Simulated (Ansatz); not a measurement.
# C3H7NOSi: a ladder of functionals and wavefunction methods

An exercise on one series of results from a longer session: the logs are not shown, and one member is left open.

Program: Ansatz 0.2.0, Gaussian basis. Level of theory: functionals in def2-TZVPP, the program's frozen cores in correlated methods. These are calculated values, not measurements.

The runs, in order: PBE-D4, r2SCAN-D4, PBE0-D4, B3LYP-D4, ωB97X-V, ωB97M-V, B2PLYP; CCSD(T)/def2-TZVPP; MP2/def2-QZVPP; extrapolation to the limit.

## Structure used throughout

All runs share one geometry, relaxed beforehand with PBE0-D4 in a triple-zeta def2 set.

SMILES `C=C1O[SiH2]C1N`, 13 atoms, charge 0, spin multiplicity 1.

Atoms are counted from 1 here; the program's logs count them from 0.

Bond lengths: C1–C2 1.323 Å, C1–H7 1.082 Å, C1–H8 1.082 Å, C2–O3 1.385 Å, C2–C5 1.529 Å, O3–Si4 1.691 Å, Si4–C5 1.891 Å, Si4–H9 1.486 Å, Si4–H10 1.484 Å, C5–N6 1.434 Å, C5–H11 1.096 Å, N6–H12 1.012 Å, N6–H13 1.012 Å. Angles: C2–C1–H7 121.4°, C2–C1–H8 119.6°, H7–C1–H8 118.9°, C1–C2–O3 125.1°, C1–C2–C5 131.3°, O3–C2–C5 103.5°, C2–O3–Si4 93.1°, O3–Si4–C5 79.3°, O3–Si4–H9 112.7°, O3–Si4–H10 113.0°, C5–Si4–H9 116.6°, C5–Si4–H10 121.9°, H9–Si4–H10 109.8°, C2–C5–Si4 81.2°, C2–C5–N6 121.7°, C2–C5–H11 108.5°, Si4–C5–N6 125.5°, Si4–C5–H11 107.3° and more.

Set-up of the first run:

The input, in.yaml:

```yaml
crystal:
  periodic: [false, false, false]
  atoms:
    - {symbol: C, position_ang: [0.108980, -1.987923, -0.156577]}
    - {symbol: C, position_ang: [0.397608, -0.707633, -0.325521]}
    - {symbol: O, position_ang: [1.672975, -0.194003, -0.491503]}
    - {symbol: Si, position_ang: [1.197766, 1.371963, -0.067511]}
    - {symbol: C, position_ang: [-0.485731, 0.539819, -0.285169]}
    - {symbol: N, position_ang: [-1.593334, 0.650863, 0.619298]}
    - {symbol: H, position_ang: [0.883259, -2.743530, -0.141001]}
    - {symbol: H, position_ang: [-0.922137, -2.292245, -0.034413]}
    - {symbol: H, position_ang: [1.586472, 1.733659, 1.320754]}
    - {symbol: H, position_ang: [1.690716, 2.403890, -1.012923]}
    - {symbol: H, position_ang: [-0.827041, 0.757004, -1.304240]}
    - {symbol: H, position_ang: [-2.361770, 0.055281, 0.336987]}
    - {symbol: H, position_ang: [-1.327161, 0.378053, 1.556719]}
basis:
  gaussian: {orbitals: def2-TZVPP}
hamiltonian: {xc: pbe, dispersion: d4}
output: {forces: true, orbitals: {seedname: orbitals}}
```

Launch:

```console
> ansatz run in.yaml --threads 4 --pin off --events-out ev --progress --plain --max-ram 10444MiB
```

Among the steps run: PBE-D4 (GGA); r2SCAN-D4 (meta-GGA); PBE0-D4 (hybrid); B3LYP-D4 (hybrid); ωB97X-V (range-separated); ωB97M-V (range-separated); B2PLYP (double hybrid); CCSD(T) in def2-TZVPP; MP2 in def2-QZVPP.

One table of the session follows, with a row left open; its other results are not shown here.

It belongs to the step «Atomisation energies». 

```
            method  atomisation energy (eV)
            PBE-D4                        ?
         r2SCAN-D4                   53.073
           PBE0-D4                   53.264
          B3LYP-D4                   53.006
           ωB97X-V                   53.207
           ωB97M-V                   53.215
            B2PLYP                   52.401
     HF/def2-TZVPP                   37.297
    MP2/def2-TZVPP                   52.470
   CCSD/def2-TZVPP                   50.489
CCSD(T)/def2-TZVPP                   51.413
           MP2/CBS                   53.982
       CCSD(T)/CBS                   52.925
```

**Question.** Estimate the row for PBE-D4.

The run gave: atomisation energy (eV): 54.441. In the column «atomisation energy (eV)» it is the highest.

Caveats from the session: Free atoms (3 C, 1 O, 1 Si, 1 N, 7 H) were run apart at each level; the atomisation energy is their sum less the molecule, without zero-point or spin-orbit terms.
